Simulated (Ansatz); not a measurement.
# LaAg, space group Pm-3m: a phonon calculation by linear response

Computed with Ansatz 0.2.0 through its Python package.

Contents of `laag.xyz`:
```text
2
Lattice="3.76 0.0 0.0 0.0 3.76 0.0 0.0 0.0 3.76" Properties=species:S:1:pos:R:3 pbc="T T T"
La    1.88000000    1.88000000    1.88000000
Ag    0.00000000    0.00000000    0.00000000
```

The cells in order, each with its output:

In [1]:
```python
from pathlib import Path
import warnings

import ansatz as az
import numpy as np

warnings.simplefilter("ignore", az.DeckWarning)
```

In [2]:
```python
xtal = az.Crystal.from_extxyz("laag.xyz")
```

In [3]:
```python
xtal.resolved().tree()["lattice"]
```
Out [3]:
```text
((3.76, 0.0, 0.0), (0.0, 3.76, 0.0), (0.0, 0.0, 3.76))
```

In [4]:
```python
calculation = (
    xtal.calculation()
    .functional("PBEsol")
    .pseudopotentials("paw")
    .basis(35 * az.Ry)
    .occupations("Marzari-Vanderbilt", width=0.15)
    .kpoints(8, 8, 8)
    .phonons("dfpt", points=[(0, 0, 0), (0.5, 0, 0.5), (0.5, 0.5, 0.5)])
)
done = calculation.run(runs_dir="runs")
ph = done.phonons
```
```text
RunWarning: eigensolver did not converge (k=0): 1 band(s) unlocked after 20 sweeps at ethr=1.00e-12 eV (lowest unlocked band 18, counted from 0; max residual 1.10e-5 eV among the unlocked bands, 1.10e-5 eV over every band); it also stands for any lines of [...]
```

In [5]:
```python
for q in ph.qpoints:
    thz = np.asarray(q.omega_inv_cm) / 33.35641
    print("q = ({:.2f}, {:.2f}, {:.2f})".format(*q.q_frac), np.round(thz, 2) + 0.0, "THz")
```
```text
q = (0.00, 0.00, 0.00) [0.   0.   0.   3.05 3.05 3.05] THz
q = (0.50, 0.00, 0.50) [-0.81 -0.81  1.56  2.2   3.12  3.12] THz
q = (0.50, 0.50, 0.50) [1.77 1.77 1.77 2.72 2.72 2.72] THz
```

The cell isn't relaxed first, so the values belong to this volume. For a metal this k-point mesh is coarse: on a finer one energies can move by several to tens of meV an atom and pressures by half a GPa or more, differences at one mesh by less. The structure is a deposited one; some such entries were measured under pressure or heat, so a shift against it needn't be the functional's error alone. Warnings are shown shortened and without file and line. The structure is taken as given; imaginary modes can come from an unrelaxed or unstable start. Phonons of metals also depend on mesh and smearing. The script silences the warnings on its input, which a real study should read. Wall time of the script: 3.3 min on 1 thread of Arm Neoverse N1, with other jobs on the host, peak memory 0.78 GiB.

(Lines on the test bed's own set-up are left out of the output.)
